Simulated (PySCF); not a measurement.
**One shape, several levels: BHBrCl (SMILES ClBBr)**

Wanted: a comparison of 6 runs (HF/STO-3G, HF/3-21G, HF/6-31G*, B3LYP/6-31G*, r2SCAN/aug-cc-pVDZ, MP2/STO-3G) of BHBrCl. Input form: a Python script.

The results are computed with PySCF 2.14.0.

## Step 1: The structure to begin with

BHBrCl: 4 atoms, total charge 0, spin state singlet. As SMILES, `ClBBr`. Geometry: relaxed at PBE0-D4/def2-TZVP.

Bond lengths: Cl1–B2 1.730 Å, B2–Br3 1.896 Å, B2–H4 1.186 Å. Angles: Cl1–B2–Br3 121.0°, Cl1–B2–H4 120.0°, Br3–B2–H4 119.0°.

## Step 2: Energy and gradient at HF/STO-3G (run 1)

File run.py:

```python
import pyscf.grad
from pyscf import gto, scf

mol = gto.M(
    atom='''
Cl      -1.581100      -0.566000       0.167500
B       -0.009700       0.106300      -0.098000
Br       1.529300      -0.664800       0.696100
H        0.116900       1.064300      -0.785900
''',
    charge=0,
    verbose=4,
    max_memory=1860,
    basis='sto-3g',
)

mf = scf.RHF(mol)
mf.conv_tol = 1e-10
mf.kernel()
if not mf.converged:
    mf = mf.newton().run(mf.mo_coeff, mf.mo_occ)

energy = mf.e_tot
print('E(%s) = %.9f' % ('HF', energy))
grad = mf.Gradients().kernel()
mf.analyze()
```

Started as:

```
$ OMP_NUM_THREADS=1 python run.py
```

Standard output:

```text
PySCF version 2.14.0

[INPUT] num. atoms = 4
[INPUT] num. electrons = 58
[INPUT] charge = 0
[INPUT] spin (= nelec alpha-beta = 2S) = 0
[INPUT] symmetry False subgroup None
[INPUT] Mole.unit = angstrom
[INPUT] Symbol           X                Y                Z      unit          X                Y                Z       unit  Magmom
[INPUT]  1 Cl    -1.581100000000  -0.566000000000   0.167500000000 AA   -2.987845975550  -1.069584986504   0.316529125865 Bohr   0.0
[INPUT]  2 B     -0.009700000000   0.106300000000  -0.098000000000 AA   -0.018330343408   0.200877887041  -0.185193160207 Bohr   0.0
[INPUT]  3 Br     1.529300000000  -0.664800000000   0.696100000000 AA    2.889958162297  -1.256289927611   1.315438355310 Bohr   0.0
[INPUT]  4 H      0.116900000000   1.064300000000  -0.785900000000 AA    0.220908983962   2.011235514375  -1.485135761296 Bohr   0.0

nuclear repulsion = 187.288101225861
number of shells = 17
number of NR pGTOs = 99
number of NR cGTOs = 33
basis = sto-3g
ecp = {}

[... 52 lines left out ...]
One-electron Energy =                -4597.464350416013986
[... 5 lines left out ...]
MO #1   energy= -484.507647893045  occ= 2
[... 3 lines left out ...]
MO #5   energy= -57.7815569495753  occ= 2
[... 3 lines left out ...]
MO #9   energy= -7.85402001547715  occ= 2
[... 3 lines left out ...]
MO #13  energy= -6.92789564237729  occ= 2
[... 3 lines left out ...]
MO #17  energy= -2.28181680811885  occ= 2
[... 3 lines left out ...]
MO #21  energy= -1.0640068565712   occ= 2
[... 3 lines left out ...]
MO #25  energy= -0.481087459430816 occ= 2
[... 3 lines left out ...]
MO #29  energy= -0.342396072976744 occ= 2
[... 3 lines left out ...]
MO #33  energy= 0.693845639616263  occ= 0
[... 1 line left out ...]
 ** Mulliken pop  **
pop of  0 Cl 1s           2.00000
pop of  0 Cl 2s           1.99986
pop of  0 Cl 3s           1.87393
pop of  0 Cl 2px          1.99968
pop of  0 Cl 2py          1.99991
pop of  0 Cl 2pz          1.99995
pop of  0 Cl 3px          1.49439
pop of  0 Cl 3py          1.84537
pop of  0 Cl 3pz          1.88395
pop of  1 B 1s            1.99949
pop of  1 B 2s            0.94952
pop of  1 B 2px           0.71467
pop of  1 B 2py           0.69099
pop of  1 B 2pz           0.51346
pop of  2 Br 1s           2.00000
pop of  2 Br 2s           1.99997
pop of  2 Br 3s           1.99937
pop of  2 Br 4s           1.90790
pop of  2 Br 2px          2.00000
pop of  2 Br 2py          2.00000
pop of  2 Br 2pz          2.00000
pop of  2 Br 3px          1.99949
pop of  2 Br 3py          1.99982
pop of  2 Br 3pz          1.99979
pop of  2 Br 4px          1.50887
pop of  2 Br 4py          1.81842
pop of  2 Br 4pz          1.77427
pop of  2 Br 3dxy         1.99955
pop of  2 Br 3dyz         1.99987
pop of  2 Br 3dz^2        1.99987
pop of  2 Br 3dxz         1.99953
pop of  2 Br 3dx2-y2      1.99971
pop of  3 H 1s            1.02837
 ** Mulliken atomic charges  **
charge of    0Cl =     -0.09705
charge of    1B =      0.13187
charge of    2Br =     -0.00645
charge of    3H =     -0.02837
Dipole moment(X, Y, Z, Debye):  0.64727,  0.81904, -0.50908
```

Wall time 1.5 s (1 thread of Intel Xeon at 2.70GHz, shared host); peak memory 0.12 GiB.

## Step 3: Energy and forces at HF/3-21G (run 2)

File job.py:

```python
import pyscf.grad
from pyscf import gto

mol = gto.M(
    atom='''
Cl  -1.581100  -0.566000   0.167500
B   -0.009700   0.106300  -0.098000
Br   1.529300  -0.664800   0.696100
H    0.116900   1.064300  -0.785900
''',
    charge=0,
    max_memory=1860,
    verbose=4,
    basis='3-21g',
    spin=0,
)

hf = mol.RHF()
hf.conv_tol = 1e-10
hf.kernel()
if not hf.converged:
    hf = hf.newton().run(hf.mo_coeff, hf.mo_occ)

energy = hf.e_tot
print('E(%s) = %.9f' % ('HF', energy))
grad = hf.Gradients().kernel()
hf.analyze()
```

Started as:

```
$ OMP_NUM_THREADS=1 python job.py
```

Standard output:

```text
PySCF version 2.14.0

[INPUT] num. atoms = 4
[INPUT] num. electrons = 58
[INPUT] charge = 0
[INPUT] spin (= nelec alpha-beta = 2S) = 0
[INPUT] symmetry False subgroup None
[INPUT] Mole.unit = angstrom
[INPUT] Symbol           X                Y                Z      unit          X                Y                Z       unit  Magmom
[INPUT]  1 Cl    -1.581100000000  -0.566000000000   0.167500000000 AA   -2.987845975550  -1.069584986504   0.316529125865 Bohr   0.0
[INPUT]  2 B     -0.009700000000   0.106300000000  -0.098000000000 AA   -0.018330343408   0.200877887041  -0.185193160207 Bohr   0.0
[INPUT]  3 Br     1.529300000000  -0.664800000000   0.696100000000 AA    2.889958162297  -1.256289927611   1.315438355310 Bohr   0.0
[INPUT]  4 H      0.116900000000   1.064300000000  -0.785900000000 AA    0.220908983962   2.011235514375  -1.485135761296 Bohr   0.0

nuclear repulsion = 187.288101225861
number of shells = 24
number of NR pGTOs = 99
number of NR cGTOs = 46
basis = 3-21g
ecp = {}

[... 53 lines left out ...]
Nuclear Repulsion Energy =             187.288101225860800
[... 6 lines left out ...]
MO #1   energy= -486.794315304155  occ= 2
[... 4 lines left out ...]
MO #6   energy= -57.990153943519   occ= 2
[... 4 lines left out ...]
MO #11  energy= -7.98301957962032  occ= 2
[... 4 lines left out ...]
MO #16  energy= -3.10796046442445  occ= 2
[... 4 lines left out ...]
MO #21  energy= -1.15653629263614  occ= 2
[... 4 lines left out ...]
MO #26  energy= -0.518152156321938 occ= 2
[... 4 lines left out ...]
MO #31  energy= 0.208554595083354  occ= 0
[... 4 lines left out ...]
MO #36  energy= 0.617797791645952  occ= 0
[... 4 lines left out ...]
MO #41  energy= 0.848692693297986  occ= 0
[... 4 lines left out ...]
MO #46  energy= 1.39602663450465   occ= 0
[... 14 lines left out ...]
pop of  0 Cl 4pz          0.00143
pop of  1 B 1s            1.99971
pop of  1 B 2s            0.88518
pop of  1 B 3s            0.00486
pop of  1 B 2px           0.71718
pop of  1 B 2py           0.74272
pop of  1 B 2pz           0.55732
pop of  1 B 3px           0.01948
pop of  1 B 3py           0.00895
pop of  1 B 3pz           0.00464
pop of  2 Br 1s           2.00000
pop of  2 Br 2s           1.99991
pop of  2 Br 3s           1.99874
pop of  2 Br 4s           1.86668
pop of  2 Br 5s           0.00691
pop of  2 Br 2px          1.99998
pop of  2 Br 2py          1.99998
pop of  2 Br 2pz          1.99998
pop of  2 Br 3px          1.99979
pop of  2 Br 3py          1.99983
pop of  2 Br 3pz          1.99982
pop of  2 Br 4px          1.55622
pop of  2 Br 4py          1.81521
pop of  2 Br 4pz          1.77235
pop of  2 Br 5px          0.00422
pop of  2 Br 5py          0.00189
pop of  2 Br 5pz          0.00145
pop of  2 Br 3dxy         1.99959
pop of  2 Br 3dyz         1.99980
pop of  2 Br 3dz^2        1.99982
pop of  2 Br 3dxz         1.99960
pop of  2 Br 3dx2-y2      1.99942
pop of  3 H 1s            0.96839
pop of  3 H 2s            0.00756
 ** Mulliken atomic charges  **
charge of    0Cl =     -0.06285
charge of    1B =      0.05996
charge of    2Br =     -0.02116
charge of    3H =      0.02405
Dipole moment(X, Y, Z, Debye):  0.56028,  0.83868, -0.53633
```

Run time: 2.5 s. Hardware: 1 thread of Intel Xeon at 2.70GHz, shared host; peak memory 0.12 GiB.

Runs 3 to 5 aren't shown in full; the table further down has their settings and results.

## Step 4: Energy and gradient at MP2/STO-3G (run 6)

File input.py:

```python
from pyscf import gto, scf, mp

system = gto.M(
    atom=[
    ('Cl', (-1.581100, -0.566000, 0.167500)),
    ('B', (-0.009700, 0.106300, -0.098000)),
    ('Br', (1.529300, -0.664800, 0.696100)),
    ('H', (0.116900, 1.064300, -0.785900)),
],
    verbose=4,
    basis='sto-3g',
    max_memory=1860,
    spin=0,
)

myscf = scf.RHF(system)
myscf.conv_tol = 1e-10
myscf.kernel()
if not myscf.converged:
    myscf = myscf.newton().run(myscf.mo_coeff, myscf.mo_occ)

pt = mp.MP2(myscf, frozen=15).run()
energy = pt.e_tot
print('E = %.10f Eh' % energy)
grad = pt.nuc_grad_method().kernel()
myscf.analyze()
```

Started as:

```
$ OMP_NUM_THREADS=1 python input.py
```

Standard output:

```text
PySCF version 2.14.0

[INPUT] num. atoms = 4
[INPUT] num. electrons = 58
[INPUT] charge = 0
[INPUT] spin (= nelec alpha-beta = 2S) = 0
[INPUT] symmetry False subgroup None
[INPUT] Mole.unit = angstrom
[INPUT] Symbol           X                Y                Z      unit          X                Y                Z       unit  Magmom
[INPUT]  1 Cl    -1.581100000000  -0.566000000000   0.167500000000 AA   -2.987845975550  -1.069584986504   0.316529125865 Bohr   0.0
[INPUT]  2 B     -0.009700000000   0.106300000000  -0.098000000000 AA   -0.018330343408   0.200877887041  -0.185193160207 Bohr   0.0
[INPUT]  3 Br     1.529300000000  -0.664800000000   0.696100000000 AA    2.889958162297  -1.256289927611   1.315438355310 Bohr   0.0
[INPUT]  4 H      0.116900000000   1.064300000000  -0.785900000000 AA    0.220908983962   2.011235514375  -1.485135761296 Bohr   0.0

nuclear repulsion = 187.288101225861
number of shells = 17
number of NR pGTOs = 99
number of NR cGTOs = 33
basis = sto-3g
ecp = {}

[... 57 lines left out ...]
One-electron Energy =                -4597.464350416013986
[... 5 lines left out ...]
MO #1   energy= -484.507647893045  occ= 2
[... 3 lines left out ...]
MO #5   energy= -57.7815569495753  occ= 2
[... 3 lines left out ...]
MO #9   energy= -7.85402001547715  occ= 2
[... 3 lines left out ...]
MO #13  energy= -6.92789564237729  occ= 2
[... 3 lines left out ...]
MO #17  energy= -2.28181680811885  occ= 2
[... 3 lines left out ...]
MO #21  energy= -1.0640068565712   occ= 2
[... 3 lines left out ...]
MO #25  energy= -0.481087459430816 occ= 2
[... 3 lines left out ...]
MO #29  energy= -0.342396072976744 occ= 2
[... 3 lines left out ...]
MO #33  energy= 0.693845639616263  occ= 0
[... 1 line left out ...]
 ** Mulliken pop  **
pop of  0 Cl 1s           2.00000
pop of  0 Cl 2s           1.99986
pop of  0 Cl 3s           1.87393
pop of  0 Cl 2px          1.99968
pop of  0 Cl 2py          1.99991
pop of  0 Cl 2pz          1.99995
pop of  0 Cl 3px          1.49439
pop of  0 Cl 3py          1.84537
pop of  0 Cl 3pz          1.88395
pop of  1 B 1s            1.99949
pop of  1 B 2s            0.94952
pop of  1 B 2px           0.71467
pop of  1 B 2py           0.69099
pop of  1 B 2pz           0.51346
pop of  2 Br 1s           2.00000
pop of  2 Br 2s           1.99997
pop of  2 Br 3s           1.99937
pop of  2 Br 4s           1.90790
pop of  2 Br 2px          2.00000
pop of  2 Br 2py          2.00000
pop of  2 Br 2pz          2.00000
pop of  2 Br 3px          1.99949
pop of  2 Br 3py          1.99982
pop of  2 Br 3pz          1.99979
pop of  2 Br 4px          1.50887
pop of  2 Br 4py          1.81842
pop of  2 Br 4pz          1.77427
pop of  2 Br 3dxy         1.99955
pop of  2 Br 3dyz         1.99987
pop of  2 Br 3dz^2        1.99987
pop of  2 Br 3dxz         1.99953
pop of  2 Br 3dx2-y2      1.99971
pop of  3 H 1s            1.02837
 ** Mulliken atomic charges  **
charge of    0Cl =     -0.09705
charge of    1B =      0.13187
charge of    2Br =     -0.00645
charge of    3H =     -0.02837
Dipole moment(X, Y, Z, Debye):  0.64727,  0.81904, -0.50908
```

It took 2.3 s on 1 thread of Intel Xeon at 2.70GHz, shared host; peak memory 0.14 GiB.

## Step 5: The series

| run | level | Cartesian functions | integration grid | energy (Eh) | dipole moment (D) of the reference | HOMO energy (eV) | LUMO energy (eV) | wall time |
| --- | --- | --- | --- | --- | --- | --- | --- | --- |
| 1 | HF/STO-3G | no | – | -3024.270626 | 1.16 | -9.32 | 5.25 | 1.5 s |
| 2 | HF/3-21G | no | – | -3042.518663 | 1.14 | -11.59 | 1.65 | 2.5 s |
| 3 | HF/6-31G* (spherical functions) | no | – | -3056.917435 | 0.83 | -11.64 | 1.97 | 7.8 s |
| 4 | B3LYP/6-31G* (Cartesian functions) | yes | 5 | -3059.599046 | 0.50 | -8.31 | -1.92 | 19 s |
| 5 | r2SCAN/aug-cc-pVDZ | no | 5 | -3059.791677 | 0.44 | -7.70 | -2.57 | 37 s |
| 6 | MP2/STO-3G | no | – | -3024.325852 | 1.16 | -9.32 | 5.25 | 2.3 s |

## Step 6: What came out

| quantity | value |
| --- | --- |
| run 6: total energy | -3024.32585 Eh |
| run 6: dipole moment (Hartree–Fock density) | 1.16 D |
| run 6: HOMO energy (Hartree–Fock orbitals) | -9.32 eV |
| run 6: LUMO energy (Hartree–Fock orbitals) | 5.25 eV |
| run 6: HOMO–LUMO gap (Hartree–Fock orbitals) | 14.57 eV |
| run 6: correlation energy (15 core orbitals frozen) | -55.2 mEh |
| run 6: largest force on an atom | 2.215 eV/Å |

**Reading.** Over runs 1, 2, 3, 4, 5 the dipole moment (its size) runs from 0.44 D (r2SCAN/aug-cc-pVDZ) to 1.16 D (HF/STO-3G). The two ends differ in method and basis. Over runs 1, 2, 3, 4, 5 the HOMO–LUMO gap runs from 5.13 eV (r2SCAN/aug-cc-pVDZ) to 14.57 eV (HF/STO-3G). Totals of different functionals can't be ranked against each other. In runs 1, 6 the basis is minimal, so the values are rough. All runs together took 70 s, the longest 37 s.
